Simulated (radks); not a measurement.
# Numerical settings for Ag

Aim: see which numerical settings matter for neutral silver. Each run changes a setting or two against a run with the defaults. The defaults are a mesh step of 0.008 in ln r, a mesh end at 40 bohr or more, Anderson mixing 0.5 over 9 steps and a tight residual threshold, with the energy settled to 1e-9 hartree as well; every run has a cap on iterations.

Method: Dirac Kohn-Sham, PBE, spin-unpolarised, spherical densities, point nucleus. Code: radks (a radial shooting solver on a logarithmic mesh, Libxc functionals) version 1.

## Step 1: The system

- element: silver (Z = 47)
- charge: 0
- electrons: 47
- configuration: [Kr] 4d10 5s1

Outer shells as boxes (Hund's rule):

Ag
```
[Kr] core
4d [↑↓][↑↓][↑↓][↑↓][↑↓]
5s [↑ ]
```

## Step 2: Default settings

Settings of this run:

```text
Z 47
configuration [Kr] 4d10 5s1
relativity Dirac
functional pbe,pbe
spin unpolarised
j_filling average
nucleus point
c 137.035999084
max_iterations 57
```

Launch:

```sh
python run_ks.py task.json out
```

The same process makes all the runs of this session.

## Step 3: Mesh step in ln r 0.08

Changes since step 2:

```diff
@@ -8,2 +8,3 @@
 c 137.035999084
+mesh_step 0.08
 max_iterations 57
```

## Step 4: Mesh step in ln r 0.02

Changes since step 3:

```diff
@@ -8,3 +8,3 @@
 c 137.035999084
-mesh_step 0.08
+mesh_step 0.02
 max_iterations 57
```

## Step 5: Mesh step in ln r 0.12

Changes since step 4:

```diff
@@ -8,3 +8,3 @@
 c 137.035999084
-mesh_step 0.02
+mesh_step 0.12
 max_iterations 57
```

## Step 6: Mesh end (bohr) 8

Changes since step 5:

```diff
@@ -8,3 +8,3 @@
 c 137.035999084
-mesh_step 0.12
+mesh_end 8
 max_iterations 57
```

## Step 7: Mesh end (bohr) 5

Changes since step 6:

```diff
@@ -8,3 +8,3 @@
 c 137.035999084
-mesh_end 8
+mesh_end 5
 max_iterations 57
```

## Step 8: Residual threshold 0.01

Changes since step 7:

```diff
@@ -8,3 +8,3 @@
 c 137.035999084
-mesh_end 5
+threshold 0.01
 max_iterations 57
```

## Step 9: Residual threshold 0.001

Changes since step 8:

```diff
@@ -8,3 +8,3 @@
 c 137.035999084
-threshold 0.01
+threshold 0.001
 max_iterations 57
```

## Step 10: Mixing 0.05

Changes since step 9:

```diff
@@ -8,3 +8,3 @@
 c 137.035999084
-threshold 0.001
+mixing 0.05
 max_iterations 57
```

## Step 11: Mixing history 1, mixing 0.2

Changes since step 10:

```diff
@@ -8,3 +8,4 @@
 c 137.035999084
-mixing 0.05
+history 1
+mixing 0.2
 max_iterations 57
```

## Step 12: Mixing history 1, mixing 0.05

Changes since step 11:

```diff
@@ -9,3 +9,3 @@
 history 1
-mixing 0.2
+mixing 0.05
 max_iterations 57
```

## Step 13: Mixing history 2

Changes since step 12:

```diff
@@ -8,4 +8,3 @@
 c 137.035999084
-history 1
-mixing 0.05
+history 2
 max_iterations 57
```

## Step 14: Iteration cap 3

Changes since step 13:

```diff
@@ -8,3 +8,2 @@
 c 137.035999084
-history 2
-max_iterations 57
+max_iterations 3
```

Before running it: what results should come out? Wanted: for each run, setting; iterations; converged; change of E.

The runs gave:

```tsv
setting	mesh points	iterations	converged	change of E (mhartree)	time
Default settings	2725	15	yes	0	0.25 s
mesh step in ln r 0.08	273	5	no	-	0.03 s
mesh step in ln r 0.02	1090	15	yes	+0.0001218	0.11 s
mesh step in ln r 0.12	182	2	no	-	0.04 s
mesh end (bohr) 8	2275	15	yes	+2.494	0.16 s
mesh end (bohr) 5	2216	14	yes	+75.42	0.15 s
residual threshold 0.01	2725	10	yes	0	0.13 s
residual threshold 0.001	2725	10	yes	0	0.14 s
mixing 0.05	2725	25	yes	0	0.3 s
mixing history 1, mixing 0.2	2725	57	no	-	0.49 s
mixing history 1, mixing 0.05	2725	57	no	-	0.59 s
mixing history 2	2725	26	yes	0	0.26 s
iteration cap 3	2725	3	no	-	0.06 s
```

In words: A zero stands for a change under the printed digits. Converged yet off by more than 1 mhartree: mesh end (bohr) 8; mesh end (bohr) 5. Convergence of the cycle says nothing about the mesh. Not converged or rejected: mesh step in ln r 0.08; mesh step in ln r 0.12; mixing history 1, mixing 0.2; mixing history 1, mixing 0.05; iteration cap 3. A mesh that ends early acts as a hard wall.
